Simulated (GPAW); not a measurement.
The system is KTaO3.

```xyz
5
Lattice="3.9883 0.0000 0.0000 0.0000 3.9883 0.0000 0.0000 0.0000 3.9883" Properties=species:S:1:pos:R:3 pbc="T T T"
Ta    0.0000    0.0000    0.0000
K     1.9942    1.9942    1.9942
O     0.0000    0.0000    1.9942
O     0.0000    1.9942    0.0000
O     1.9942    0.0000    0.0000
```

Base run:

```yaml
Program: GPAW 26.7.0
Functional: PBEsol
Potentials_or_basis: PAW data sets generated in the run's folder for this functional
Cutoff: 800 eV
Basis: pw
k_mesh: 7 × 7 × 7
Occupations: fermi-dirac, width 0.05 eV
Spin: no spin polarisation
Hubbard_terms: Ta d U = 3 eV
```

Its results: band gap on the k mesh 2.69 eV, indirect (least direct gap 3.32 eV); pressure 2.4 GPa.

Question: The run is repeated on the same cell with these changes: hubbard terms from Ta d U = 3 eV to Ta d U = 4 eV. What comes out?

Answer: Band gap on the k mesh 2.90 eV, indirect (least direct gap 3.55 eV); pressure 3.2 GPa.

Caveats: spin-orbit coupling is left out, which moves the levels of the heavy elements.

A k mesh can miss the band edges.

Not every run made on this cell is shown here.
